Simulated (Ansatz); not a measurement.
# LaSi2Ni2: starts and ends of a spin-polarised SCF

How much does the result for LaSi2Ni2 depend on the starting moments? The same cell is run from several starts. LaSi₂Ni₂ is taken in the deposited crystal structure (space group I4/mmm), 5 atoms in the cell. Source: COD entry 1537825.

The COD entry's cell or inner coordinates are ideal or old and differ from later refinements, so a difference from it is no clean test against experiment.

Computed with Ansatz 0.2.0 (DFT r2SCAN, PAW, plane waves, scalar-relativistic, unless a step's input says otherwise).

## Step 1: The system as given

The structure is tetragonal, space group I4/mmm (No. 139). Conventional cell: a = 4.103 Å, b = 4.103 Å, c = 9.698 Å, α = 90.00°, β = 90.00°, γ = 90.00°. Ni (site symmetry -4m2) is surrounded by 4 Si at 2.38 Å. La (site symmetry 4/mmm) is surrounded by 8 Si at 3.14 Å and 8 Ni at 3.18 Å. Si (site symmetry 4mm) is surrounded by 4 Ni at 2.38 Å and 1 Si at 2.42 Å and 4 La at 3.14 Å.

Coordinates:

```cif
data_structure
_symmetry_space_group_name_H-M 'I4/mmm'
_symmetry_Int_Tables_number 139
_cell_length_a 4.1030
_cell_length_b 4.1030
_cell_length_c 9.6980
_cell_angle_alpha 90.000
_cell_angle_beta 90.000
_cell_angle_gamma 90.000
_cell_volume 163.26
loop_
_atom_site_label
_atom_site_type_symbol
_atom_site_symmetry_multiplicity
_atom_site_Wyckoff_symbol
_atom_site_fract_x
_atom_site_fract_y
_atom_site_fract_z
_atom_site_occupancy
Ni1 Ni 4 d 0.00000 0.50000 0.25000 1
La1 La 2 a 0.00000 0.00000 0.00000 1
Si1 Si 4 e 0.00000 0.00000 0.37500 1
```

Labels such as Si5 number the atoms in the order of the input file.

Planned first: parallel moments, plain SCF; opposed moments +-, plain SCF; no spin polarisation; spin on, no moments given (the program may seed its own), plain SCF. What is tried next depends on their ends.

A plain SCF has the search for lower states switched off and ends at the first converged state. 

Moments by site are taken inside atomic spheres; the rest lies between them.

## Step 2: Parallel moments, plain SCF

Input file input.yaml:

```yaml
crystal:
  lattice:
    - [-2.0515, 2.0515, 4.849]
    - [2.0515, -2.0515, 4.849]
    - [2.0515, 2.0515, -4.849]
  atoms:
    - { symbol: Ni, position: [0.75, 0.25, 0.5], spin: 2.0 }
    - { symbol: Ni, position: [0.25, 0.75, 0.5], spin: 2.0 }
    - { symbol: La, position: [0.0, 0.0, 0.0] }
    - { symbol: Si, position: [0.375, 0.375, 0.0] }
    - { symbol: Si, position: [0.625, 0.625, 0.0] }
magnetization:
  spin_polarized: true
hamiltonian:
  xc: r2scan
  pseudopotentials: { kind: paw }
basis:
  ecutwfc: 500
kpoints:
  mp_grid: { grid: [5, 5, 7] }
scf:
  occupations: { method: fermi_dirac, width: 0.1 }
  lower_state_search: "off"
output:
  forces: true
  stress: true
```

Standard output, shortened:

```text
Warning: crystal.symmetry: narrowed to the stabiliser of the k-point mesh — unitary ops 16 → 4; excluded 12 operations that carry a point of the 5×5×7 mesh (shift [0, 0, 0]) off the mesh (the run samples exactly the mesh kpoints.mp_grid names, as under crystal.symmetry.detect: false, and [...]
Pseudopotentials: kind: paw
Pseudopotential: Ni, paw, valence charge 18, recommended cutoff 500 eV (meta_gga), Ni.paw.azcp
Pseudopotential: La, paw, valence charge 11, recommended cutoff 500 eV (meta_gga), La.paw.azcp
Pseudopotential: Si, paw, valence charge 4, recommended cutoff 500 eV (meta_gga), Si.paw.azcp
Functional definition: r2SCAN
[...]
Crystal: 5 atoms, lattice volume = 81.631 Å³
Basis set: ecut = 500 eV, 2097 PW (Γ), exchange–correlation on 180×180×180 points (64 copies of the dense FFT grid, shifted against one another)
Bands: 36, of which v1, the nominal top of the filled ones, is band 28 counted from 1 (27 counted from 0)
Symmetry: 4 space group operations
k-points: 54 of 175
[...]
Starting moments: Σ|m| = 4 μB on 2 of 5 sites
[...]
SCF iter   1: F=-19229.527842 eV  HF=-19236.393283 eV  |F-HF|=6.87e0  |Δ(HF+E_count)|=         —  Δρ=9.95e-2 (↑9.95e-2 ↓2.62e-2)  dr2=8.06e0  dr2_τ=3.37e-2  dr2_m=1.69e0  M=2.174 μB ∫|m|=2.774 μB  β_m=0.30  ethr=3.10e-3  ⟨swp⟩=5.3  Hψ=15344  notcnv=0
[...]
spin=Collinear: Kerker preconditioning applied to the charge; magnetization (m = ρ↑ − ρ↓) channel mixes plain (no charge-response kernel on spin).
[...]
spin-set hold released at iteration 2 (the charge has settled, or the pull on large starting moments outlasts its swing): the magnetisation degrees of freedom join the quasi-Newton model from the next iteration; the mixer history was flushed
[...]
SCF iter  39: F=-19237.247378 eV  HF=-19237.247378 eV  |F-HF|=1.24e-9  |Δ(HF+E_count)|=   1.38e-9  Δρ=1.07e-6 (↑8.63e-7 ↓1.07e-6)  dr2=2.23e-9  dr2_τ=3.99e-12  dr2_m=9.52e-12  M=0.001 μB ∫|m|=0.001 μB  ethr=2.10e-11  ⟨swp⟩=2.0  Hψ=11229  notcnv=0
[...]
this state was not tested for a lower state beside it, because the mixer in use, unlike msr1, does not test its closes by its own steps (another_mixer; see scf.mixing.algorithm and scf.lower_state_search)
SCF converged after 39 iterations
Magnetization: 0.0008 μB (27.5004 up, 27.4996 down)
Absolute magnetization: 0.0009 μB (∫|ρ↑−ρ↓|, with the PAW one-centre terms)
Spin contamination: 0.0000 ħ² per cell (⟨S²⟩ above its minimum at these occupations)
Per-site moments (μB) at R_I (Å): [(0.0003518224544930011, 0.9829453760185904), (0.0003518224544930694, 0.9829453760185904), (1.725776247111945e-5, 1.297038972679846), (1.3829866227553287e-5, 0.9829453760185904), (1.3829866227584675e-5, 0.9829453760185904)]
Free energy (F): -19237.247378 eV
[...]
E sigma→0 (E₀):  -19237.188925 eV
Entropy (-TS):   -0.116906 eV (-23.381 meV/atom)
Fermi energy:    13.147793 eV
[...]
--- Forces (eV/Å), atoms counted from 1 ---
  atom   1  Ni    -0.00808845     0.00808845     0.00000000
  atom   2  Ni     0.00808845    -0.00808845     0.00000000
  atom   3  La    -0.00000000    -0.00000000     0.00000000
  atom   4  Si    -0.00012339    -0.00012339    -1.03192078
  atom   5  Si     0.00012339     0.00012339     1.03192078
[...]
--- Stress (GPa, compression-positive) ---
       -1.498882      -0.097669       0.018249
       -0.097669      -1.498882       0.018249
        0.018249       0.018249      -1.350557
  P = ⅓ Tr σ = -1.4494 GPa (-14.494 kbar)
```

Run time: 37 s. Hardware: 2 threads of an x86-64 CPU, shared host; peak memory 1.1 GiB.

The state reached is non-magnetic, no gap on the k-mesh.

## Step 3: Opposed moments +-, plain SCF

Edit input.yaml of step 2 so:

```diff
@@ -7,3 +7,3 @@
     - { symbol: Ni, position: [0.75, 0.25, 0.5], spin: 2.0 }
-    - { symbol: Ni, position: [0.25, 0.75, 0.5], spin: 2.0 }
+    - { symbol: Ni, position: [0.25, 0.75, 0.5], spin: -2.0 }
     - { symbol: La, position: [0.0, 0.0, 0.0] }
```

Standard output, shortened:

```text
Warning: crystal.symmetry: narrowed to the stabiliser of the k-point mesh — unitary ops 8 → 2; excluded 6 operations that carry a point of the 5×5×7 mesh (shift [0, 0, 0]) off the mesh (the run samples exactly the mesh kpoints.mp_grid names, as under crystal.symmetry.detect: false, and [...]
[... 14 lines as in an earlier run ...]
Symmetry: 2 space group operations
k-points: 54 of 175 (time reversal used)
[... 11 lines as in an earlier run ...]
Starting moments: Σ|m| = 4 μB on 2 of 5 sites
[... 2 lines as in an earlier run ...]
SCF iter   1: F=-19230.282929 eV  HF=-19236.032479 eV  |F-HF|=5.75e0  |Δ(HF+E_count)|=         —  Δρ=7.63e-2 (↑7.63e-2 ↓7.63e-2)  dr2=6.91e0  dr2_τ=3.82e-2  dr2_m=2.43e0  M=0.000 μB ∫|m|=2.454 μB  β_m=0.30  ethr=3.10e-3  ⟨swp⟩=5.4  Hψ=15739  notcnv=0
[...]
[... 1 line as in an earlier run ...]
[...]
[... 1 line as in an earlier run ...]
[...]
SCF iter  22: F=-19237.247378 eV  HF=-19237.247378 eV  |F-HF|=3.21e-9  |Δ(HF+E_count)|=   5.49e-9  Δρ=8.83e-7 (↑8.83e-7 ↓8.44e-7)  dr2=9.28e-10  dr2_τ=5.84e-12  dr2_m=3.55e-11  M=0.000 μB ∫|m|=0.000 μB  ethr=1.44e-12  ⟨swp⟩=2.0  Hψ=11383  notcnv=0
WARN: the starting moments were not kept: the SCF closed with an absolute magnetisation of 8.6e-5 μB, where they sum to 4 μB in size (2 sites). That is at most 0.1 of that sum. Measured as dr2_m measures the in/out step, that magnetisation stands 8.9e-9 eV from none, at or under the [...]
[... 1 line as in an earlier run ...]
SCF converged after 22 iterations
Magnetization: 0.0001 μB (27.5000 up, 27.5000 down)
Absolute magnetization: 0.0001 μB (∫|ρ↑−ρ↓|, with the PAW one-centre terms)
Spin contamination: 0.0000 ħ² per cell (⟨S²⟩ above its minimum at these occupations)
Per-site moments (μB) at R_I (Å): [(2.572893651316567e-6, 0.9829453760185904), (4.78833517494826e-5, 0.9829453760185904), (1.2388460790376234e-6, 1.297038972679846), (9.855257974092887e-7, 0.9829453760185904), (9.855257976158967e-7, 0.9829453760185904)]
Free energy (F): -19237.247378 eV
[...]
E sigma→0 (E₀):  -19237.188925 eV
Entropy (-TS):   -0.116907 eV (-23.381 meV/atom)
Fermi energy:    13.147802 eV
[... 29 lines left out: energy terms, forces, stress ...]
```

It took 36 s on 2 threads of an x86-64 CPU, shared host; peak memory 0.98 GiB.

The run ends in the same state as step 2 (non-magnetic); it took 22 iterations.

## Step 4: No spin polarisation

Edit input.yaml of step 3 so:

```diff
@@ -6,4 +6,4 @@
   atoms:
-    - { symbol: Ni, position: [0.75, 0.25, 0.5], spin: 2.0 }
-    - { symbol: Ni, position: [0.25, 0.75, 0.5], spin: -2.0 }
+    - { symbol: Ni, position: [0.75, 0.25, 0.5] }
+    - { symbol: Ni, position: [0.25, 0.75, 0.5] }
     - { symbol: La, position: [0.0, 0.0, 0.0] }
@@ -11,4 +11,2 @@
     - { symbol: Si, position: [0.625, 0.625, 0.0] }
-magnetization:
-  spin_polarized: true
 hamiltonian:
```

Standard output, shortened:

```text
[... 14 lines as in an earlier run ...]
Bands: 33, of which v1, the nominal top of the filled ones, is band 28 counted from 1 (27 counted from 0)
[... 12 lines as in an earlier run ...]
[...]
[... 2 lines as in an earlier run ...]
SCF iter   1: F=-19236.283335 eV  HF=-19237.163888 eV  |F-HF|=8.81e-1  |Δ(HF+E_count)|=         —  Δρ=3.93e-2  dr2=1.22e0  dr2_τ=1.08e-1  ethr=1.77e-3  ⟨swp⟩=5.8  Hψ=7764  notcnv=0
[...]
SCF iter  10: F=-19237.247378 eV  HF=-19237.247378 eV  |F-HF|=1.27e-9  |Δ(HF+E_count)|=   1.79e-8  Δρ=2.50e-6  dr2=5.80e-9  dr2_τ=8.15e-11  ethr=1.82e-10  ⟨swp⟩=4.4  Hψ=6577  notcnv=0
[...]
SCF converged after 10 iterations
Free energy (F): -19237.247378 eV
[...]
E sigma→0 (E₀):  -19237.188925 eV
Entropy (-TS):   -0.116907 eV (-23.381 meV/atom)
Fermi energy:    13.147790 eV
[... 29 lines left out: energy terms, forces, stress ...]
```

Wall time 6.2 s (2 threads of an x86-64 CPU, shared host); peak memory 0.96 GiB.

This is the state of step 2 again (non-magnetic), after 10 iterations.

## Step 5: Spin on, no moments given (the program may seed its own), plain SCF

Edit input.yaml of step 4 so:

```diff
@@ -24 +24,3 @@
   stress: true
+magnetization:
+  spin_polarized: true
```

Standard output, shortened:

```text
[... 1 line as in an earlier run ...]
band count auto-derived: 35 (N_el = 55.0; filled up to band 28; 33 by the electrons, moments and atoms)
[... 13 lines as in an earlier run ...]
Bands: 35, of which v1, the nominal top of the filled ones, is band 28 counted from 1 (27 counted from 0)
[... 15 lines as in an earlier run ...]
[...]
SCF iter   1: F=-19236.336413 eV  HF=-19236.870308 eV  |F-HF|=5.34e-1  |Δ(HF+E_count)|=         —  Δρ=1.88e-2 (↑1.88e-2 ↓1.88e-2)  dr2=1.16e0  dr2_τ=1.94e-2  dr2_m=0.00e0  M=0.000 μB ∫|m|=0.000 μB  β_m=0.30  ethr=2.03e-3  ⟨swp⟩=1.0  Hψ=10118  notcnv=0
[...]
[... 1 line as in an earlier run ...]
[...]
SCF iter  24: F=-19237.247378 eV  HF=-19237.247378 eV  |F-HF|=6.52e-9  |Δ(HF+E_count)|=   2.08e-8  Δρ=1.74e-6 (↑1.74e-6 ↓1.74e-6)  dr2=1.72e-8  dr2_τ=5.38e-11  dr2_m=0.00e0  M=0.000 μB ∫|m|=0.000 μB  ethr=1.82e-10  ⟨swp⟩=3.3  Hψ=7111  notcnv=0
[...]
this state was not tested for a lower state beside it, because too few of the mixer's solves of this state at the end of the SCF gave a reading for the test (the SCF was short, the solves that were read can be of a state that the SCF has left, the mixer's history had been emptied shortly [...]
SCF converged after 24 iterations
Magnetization: 0.0000 μB (27.5000 up, 27.5000 down)
Absolute magnetization: 0.0000 μB (∫|ρ↑−ρ↓|)
Spin contamination: 0.0000 ħ² per cell (⟨S²⟩ above its minimum at these occupations)
Per-site moments (μB) at R_I (Å): [(0.0, 0.9829453760185904), (0.0, 0.9829453760185904), (0.0, 1.297038972679846), (0.0, 0.9829453760185904), (0.0, 0.9829453760185904)]
Free energy (F): -19237.247378 eV
[...]
E sigma→0 (E₀):  -19237.188924 eV
Entropy (-TS):   -0.116908 eV (-23.382 meV/atom)
Fermi energy:    13.147822 eV
[... 29 lines left out: energy terms, forces, stress ...]
```

Wall time 19 s (2 threads of an x86-64 CPU, shared host); peak memory 1.1 GiB.

This is the state of step 2 again (non-magnetic), after 24 iterations.

## Step 6: Parallel moments scaled by 1.5, plain SCF

Edit input.yaml of step 5 so:

```diff
@@ -6,4 +6,4 @@
   atoms:
-    - { symbol: Ni, position: [0.75, 0.25, 0.5] }
-    - { symbol: Ni, position: [0.25, 0.75, 0.5] }
+    - { symbol: Ni, position: [0.75, 0.25, 0.5], spin: 3.0 }
+    - { symbol: Ni, position: [0.25, 0.75, 0.5], spin: 3.0 }
     - { symbol: La, position: [0.0, 0.0, 0.0] }
@@ -11,2 +11,4 @@
     - { symbol: Si, position: [0.625, 0.625, 0.0] }
+magnetization:
+  spin_polarized: true
 hamiltonian:
@@ -24,3 +26 @@
   stress: true
-magnetization:
-  spin_polarized: true
```

Standard output, shortened:

```text
[... 14 lines as in an earlier run ...]
Bands: 37, of which v1, the nominal top of the filled ones, is band 28 counted from 1 (27 counted from 0)
[... 13 lines as in an earlier run ...]
Starting moments: Σ|m| = 6 μB on 2 of 5 sites
[... 2 lines as in an earlier run ...]
SCF iter   1: F=-19225.401655 eV  HF=-19235.117985 eV  |F-HF|=9.72e0  |Δ(HF+E_count)|=         —  Δρ=1.51e-1 (↑1.51e-1 ↓3.66e-2)  dr2=1.20e1  dr2_τ=8.06e-2  dr2_m=5.81e0  M=2.536 μB ∫|m|=3.545 μB  β_m=0.30  ethr=3.10e-3  ⟨swp⟩=5.4  Hψ=15522  notcnv=0
[...]
[... 1 line as in an earlier run ...]
[...]
spin-set hold released at iteration 7 (site moments contracting): the magnetisation degrees of freedom join the quasi-Newton model from the next iteration; the mixer history was flushed
[...]
SCF iter  39: F=-19237.247378 eV  HF=-19237.247378 eV  |F-HF|=3.99e-9  |Δ(HF+E_count)|=   2.87e-8  Δρ=2.32e-6 (↑2.06e-6 ↓2.32e-6)  dr2=1.06e-8  dr2_τ=2.47e-11  dr2_m=2.20e-11  M=-0.002 μB ∫|m|=0.003 μB  ethr=8.01e-12  ⟨swp⟩=2.0  Hψ=14440  notcnv=0
[...]
[... 1 line as in an earlier run ...]
SCF converged after 39 iterations
Magnetization: -0.0022 μB (27.4989 up, 27.5011 down)
Absolute magnetization: 0.0025 μB (∫|ρ↑−ρ↓|, with the PAW one-centre terms)
Spin contamination: 0.0000 ħ² per cell (⟨S²⟩ above its minimum at these occupations)
Per-site moments (μB) at R_I (Å): [(-0.0010152122562119524, 0.9829453760185904), (-0.0010152122562119218, 0.9829453760185904), (-5.0480545059350076e-5, 1.297038972679846), (-4.1616525070610454e-5, 0.9829453760185904), (-4.161652507069144e-5, 0.9829453760185904)]
Free energy (F): -19237.247378 eV
[...]
E sigma→0 (E₀):  -19237.188924 eV
Entropy (-TS):   -0.116908 eV (-23.382 meV/atom)
Fermi energy:    13.147819 eV
[... 29 lines left out: energy terms, forces, stress ...]
```

It took 38 s on 2 threads of an x86-64 CPU, shared host; peak memory 1.1 GiB.

Nothing new: the 39 iterations lead to the state found in step 2 (non-magnetic).

## Step 7: Comparing the starts

| step | iterations | state | moments of Ni1 Ni2 (μB) | total (μB) | gap (eV) | pressure (GPa) | above lowest (meV/atom) |
| --- | --- | --- | --- | --- | --- | --- | --- |
| 2 | 39 | 1 | 0.00 0.00 | 0.00 | none | -1.4 | 0.0 |
| 3 | 22 | 1 | 0.00 0.00 | 0.00 | none | -1.4 | 0.0 |
| 4 | 10 | 1 | 0.00 0.00 | 0.00 | none | -1.4 | 0.0 |
| 5 | 24 | 1 | 0.00 0.00 | 0.00 | none | -1.4 | 0.0 |
| 6 | 39 | 1 | 0.00 0.00 | 0.00 | none | -1.4 | 0.0 |

States are numbered from the lowest. Starts by step: 2 parallel moments, plain SCF; 3 opposed moments +-, plain SCF; 4 no spin polarisation; 5 spin on, no moments given (the program may seed its own), plain SCF; 6 parallel moments scaled by 1.5, plain SCF.

The 5 runs of this session took 2.3 min in all, from 6.2 s to 38 s each.

Decimal logarithm of the largest residual (eV) by iteration, counted through all cycles of a run:

| iteration | step 2 | step 3 | step 4 | step 5 | step 6 |
| --- | --- | --- | --- | --- | --- |
| 1 | 0.9 | 0.8 | 0.1 | 0.1 | 1.1 |
| 2 | 0.7 | 0.8 | 0.3 | 0.0 | 1.0 |
| 3 | -0.1 | 0.4 | -1.0 | 0.6 | 0.6 |
| 4 | -0.2 | 0.4 | -1.2 | -0.2 | 0.4 |
| 5 | -0.7 | -1.1 | -2.8 | -0.4 | 0.3 |
| 8 | -2.3 | -1.3 | -5.9 | -1.7 | -1.1 |
| 11 | -2.8 | -3.0 | - | -3.2 | -2.0 |
| 15 | -3.5 | -3.7 | - | -3.7 | -2.5 |
| 18 | -3.6 | -7.4 | - | -4.5 | -2.9 |
| 22 | -5.2 | -9.0 | - | -4.5 | -3.9 |
| 25 | -4.8 | - | - | - | -4.4 |
| 29 | -5.2 | - | - | - | -5.0 |
| 32 | -6.6 | - | - | - | -5.4 |
| 36 | -7.5 | - | - | - | -8.4 |
| 39 | -8.7 | - | - | - | -8.0 |

## Step 8: Outcome

```
         quantity                    value
  distinct states  1 from 5 converged runs
     lowest state             non-magnetic
     total moment         0.00 μB per cell
gap on the k-mesh                     none
         pressure                 -1.4 GPa
    largest force               1.032 eV/Å
```

5 runs converged, all to one state. Spin polarisation gains nothing here: every starting moment dies out. The search isn't exhaustive: larger magnetic cells and non-collinear orders weren't tried. The mesh has less symmetry than the lattice, which lowers the symmetry of the run.
